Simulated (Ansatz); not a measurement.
# FH7OSi3: the cost of one run

The runs use Ansatz 0.2.0, Gaussian basis; functionals in def2-TZVPP, the program's frozen cores in correlated methods.

The runs, in order: PBE-D4, r2SCAN-D4, PBE0-D4, B3LYP-D4, ωB97X-V, ωB97M-V, B2PLYP; CCSD(T)/def2-TZVPP; MP2/def2-QZVPP; extrapolation to the limit.

## Step 1: The relaxed structure

All runs share one geometry, relaxed beforehand with PBE0-D4 in a triple-zeta def2 set.

SMILES `O[SiH](F)[SiH2][SiH3]`, 12 atoms, charge 0, spin multiplicity 1.

Atoms are counted from 1 here; the program's logs count them from 0.

Bond lengths: O1–Si2 1.636 Å, O1–H6 0.958 Å, Si2–F3 1.604 Å, Si2–Si4 2.346 Å, Si2–H7 1.480 Å, Si4–Si5 2.339 Å, Si4–H8 1.490 Å, Si4–H9 1.492 Å, Si5–H10 1.487 Å, Si5–H11 1.488 Å, Si5–H12 1.486 Å. Angles: Si2–O1–H6 118.6°, O1–Si2–F3 110.1°, O1–Si2–Si4 113.3°, O1–Si2–H7 105.3°, F3–Si2–Si4 106.4°, F3–Si2–H7 107.3°, Si4–Si2–H7 114.4°, Si2–Si4–Si5 110.9°, Si2–Si4–H8 108.8°, Si2–Si4–H9 108.8°, Si5–Si4–H8 110.4°, Si5–Si4–H9 109.9°, H8–Si4–H9 108.0°, Si4–Si5–H10 110.8°, Si4–Si5–H11 109.5°, Si4–Si5–H12 109.7°, H10–Si5–H11 108.8°, H10–Si5–H12 109.1° and more.

## Step 2: PBE-D4 (GGA)

in.yaml

```yaml
crystal:
  periodic: [false, false, false]
  atoms:
    - {symbol: O, position_ang: [-3.018632, -0.211263, 0.233437]}
    - {symbol: Si, position_ang: [-1.479480, -0.279130, 0.783857]}
    - {symbol: F, position_ang: [-1.204530, 0.928762, 1.802784]}
    - {symbol: Si, position_ang: [0.122836, -0.087254, -0.918576]}
    - {symbol: Si, position_ang: [2.266771, 0.178023, -0.022790]}
    - {symbol: H, position_ang: [-3.250328, 0.472139, -0.397309]}
    - {symbol: H, position_ang: [-1.397069, -1.536526, 1.560844]}
    - {symbol: H, position_ang: [0.064748, -1.307258, -1.772642]}
    - {symbol: H, position_ang: [-0.219670, 1.088414, -1.771736]}
    - {symbol: H, position_ang: [3.289428, 0.215977, -1.102017]}
    - {symbol: H, position_ang: [2.570781, -0.960950, 0.884513]}
    - {symbol: H, position_ang: [2.332045, 1.443667, 0.753635]}
basis:
  gaussian: {orbitals: def2-TZVPP}
hamiltonian: {xc: pbe, dispersion: d4}
output: {forces: true, orbitals: {seedname: orbitals}}
```

Run with:

```console
$ ansatz run in.yaml --threads 4 --pin off --events-out ev --progress --plain --max-ram 10444MiB
```

Q: Estimate wall time and peak memory on 4 threads of Arm Neoverse V1, shared host.

About 3.2 s, with a peak of 0.43 GiB.
